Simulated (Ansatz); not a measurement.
**Cl₂H₂SSn: a ladder of functionals and wavefunction methods**

One table from this session's results is given with a row withheld; the runs are named, their logs left out.

Computed with Ansatz 0.2.0, Gaussian basis. Level: functionals in def2-TZVPP, the program's frozen cores in correlated methods.

The runs, in order: LDA (SPW92), PBE-D4, revPBE-D4, BLYP-D4, r2SCAN-D4, B97M-V, PBE0-D4, B3LYP-D4, r2SCANh-D4, r2SCAN0-D4, HSE06-D4, BHLYP-D4, CAM-B3LYP-D4, LC-ωPBE, ωB97X-V, ωB97M-V, B2PLYP, PBE-QIDH; CCSD(T)/def2-SVP; CCSD(T)/def2-TZVPP; CCSD(T)/def2-QZVPP; extrapolation to the limit; RPA on PBE.

## The relaxed structure

The geometry comes from an earlier relaxation with PBE0-D4 in a triple-zeta def2 set; it is a stationary point. Sn takes the def2 core potential; no spin-orbit term is included.

SMILES `[SH][SnH]([Cl])[Cl]`, 6 atoms, charge 0, spin multiplicity 1.

Atoms are counted from 1 here; the program's logs count them from 0.

Bond lengths: S1–Sn2 2.375 Å, S1–H5 1.345 Å, Sn2–Cl3 2.316 Å, Sn2–Cl4 2.309 Å, Sn2–H6 1.697 Å. Angles: Sn2–S1–H5 92.1°, S1–Sn2–Cl3 108.8°, S1–Sn2–Cl4 105.5°, S1–Sn2–H6 117.2°, Cl3–Sn2–Cl4 108.3°, Cl3–Sn2–H6 107.7°, Cl4–Sn2–H6 109.2°.

Set-up of the first run:

File in.yaml:

```yaml
crystal:
  periodic: [false, false, false]
  atoms:
    - {symbol: S, position_ang: [-0.285886, 0.525413, -1.853891]}
    - {symbol: Sn, position_ang: [0.246652, -0.314047, 0.303414]}
    - {symbol: Cl, position_ang: [-1.280104, 0.527948, 1.828044]}
    - {symbol: Cl, position_ang: [-0.050546, -2.599509, 0.168767]}
    - {symbol: H, position_ang: [-0.390337, 1.784643, -1.391624]}
    - {symbol: H, position_ang: [1.802422, 0.011453, 0.899089]}
basis:
  gaussian: {orbitals: def2-TZVPP}
hamiltonian: {xc: lda}
output: {orbitals: {seedname: orbitals}}
```

Launch:

```
$ ansatz run in.yaml --threads 2 --pin off --events-out ev --progress --plain --max-ram 32768MiB --backend cpu
```

Among the steps run: LDA; PBE-D4 (GGA); revPBE-D4 (GGA); BLYP-D4 (GGA); r2SCAN-D4 (meta-GGA); B97M-V (meta-GGA); B3LYP-D4 (hybrid); r2SCANh-D4 (hybrid); r2SCAN0-D4 (hybrid); HSE06-D4 (hybrid); BHLYP-D4 (hybrid); CAM-B3LYP-D4 (range-separated); LC-ωPBE (range-separated); ωB97X-V (range-separated); ωB97M-V (range-separated); B2PLYP (double hybrid); PBE-QIDH (double hybrid).

One of the session's tables, all rows but one given; the rest of the session is left out.

It belongs to the step «Frontier levels by functional». 

```
  functional  HOMO (eV)  LUMO (eV)  gap (eV)
 LDA (SPW92)          ?          ?         ?
      PBE-D4      -6.85      -2.86      3.99
   revPBE-D4      -6.80      -2.78      4.03
     BLYP-D4      -6.68      -2.81      3.87
   r2SCAN-D4      -7.16      -2.67      4.50
      B97M-V      -7.24      -2.58      4.66
     PBE0-D4      -8.12      -1.95      6.16
    B3LYP-D4      -7.85      -2.25      5.60
  r2SCANh-D4      -7.63      -2.34      5.29
  r2SCAN0-D4      -8.32      -1.84      6.48
    HSE06-D4      -7.72      -2.33      5.39
    BHLYP-D4      -9.22      -0.98      8.24
CAM-B3LYP-D4      -9.44      -0.95      8.49
     LC-ωPBE     -10.88       0.27     11.15
     ωB97X-V     -10.50       0.16     10.67
     ωB97M-V     -10.31       0.05     10.36
```

Q: Estimate the row for LDA (SPW92) from the others.

The run gave: HOMO (eV): -6.97; LUMO (eV): -3.12; gap (eV): 3.85. In the column «HOMO (eV)» it lies between r2SCAN-D4 (-7.16) and PBE-D4 (-6.85).
